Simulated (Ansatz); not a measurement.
# Sc3Ge5: the cost of one run

Program: Ansatz 0.2.0. Level of theory: DFT PBE, scalar-relativistic, plane waves, PAW. These are calculated values, not measurements.

**1. The structure to begin with**

The structure is cubic, space group Im-3m (No. 229). Conventional cell: a = 6.645 Å, b = 6.645 Å, c = 6.645 Å, α = 90.00°, β = 90.00°, γ = 90.00°. Sc (site symmetry 4/mmm) has 8 Ge at 2.88 Å as nearest neighbours. Ge (site symmetry m-3m) is surrounded by 8 Ge at 2.88 Å. Ge (site symmetry -3m) has 6 Sc at 2.88 Å and 2 Ge at 2.88 Å as nearest neighbours.

Coordinates:

```cif
data_structure
_symmetry_space_group_name_H-M 'Im-3m'
_symmetry_Int_Tables_number 229
_cell_length_a 6.6451
_cell_length_b 6.6451
_cell_length_c 6.6451
_cell_angle_alpha 90.000
_cell_angle_beta 90.000
_cell_angle_gamma 90.000
_cell_volume 293.43
loop_
_atom_site_label
_atom_site_type_symbol
_atom_site_symmetry_multiplicity
_atom_site_Wyckoff_symbol
_atom_site_fract_x
_atom_site_fract_y
_atom_site_fract_z
_atom_site_occupancy
Sc1 Sc 6 b 0.50000 0.00000 0.00000 1
Ge1 Ge 2 a 0.00000 0.00000 0.00000 1
Ge2 Ge 8 c 0.25000 0.25000 0.75000 1
```

The cell is invented: species swapped into a database cell of Fe5Co3 (Im-3m, No. 229), with Ge on the Fe sites and Sc on the Co sites. Lengths come from tabulated atomic sizes and are only a guess.

**2. The guess as it stands, on a coarse mesh**

The input, input.yaml:

```yaml
crystal:
  lattice:
    - [-3.32255699, 3.32255699, 3.32255699]
    - [3.32255699, -3.32255699, 3.32255699]
    - [3.32255699, 3.32255699, -3.32255699]
  atoms:
    - { symbol: Sc, position: [0.0, 0.5, 0.5] }
    - { symbol: Sc, position: [0.5, 0.5, 0.0] }
    - { symbol: Sc, position: [0.5, 0.0, 0.5] }
    - { symbol: Ge, position: [0.0, 0.0, 0.0] }
    - { symbol: Ge, position: [0.0, 0.0, 0.5] }
    - { symbol: Ge, position: [0.0, 0.5, 0.0] }
    - { symbol: Ge, position: [0.5, 0.0, 0.0] }
    - { symbol: Ge, position: [0.5, 0.5, 0.5] }
basis:
  ecutwfc: 420
kpoints:
  mp_grid: { grid: [4, 4, 4] }
hamiltonian:
  xc: pbe
scf:
  occupations: { method: gaussian, width: 0.1 }
  lower_state_search: "off"
output:
  forces: true
  stress: true
  eigenvalues: true
```

The run is started by

```bash
> ansatz run input.yaml --threads 1 --pin off --max-ram 2048MiB --backend cpu --events-out ev --progress --plain --runs-dir out
```

**Question.** How long does this run take on 1 thread of Arm Neoverse V2, shared host, and how much memory does it need?

About 3.9 s, with a peak of 0.41 GiB.
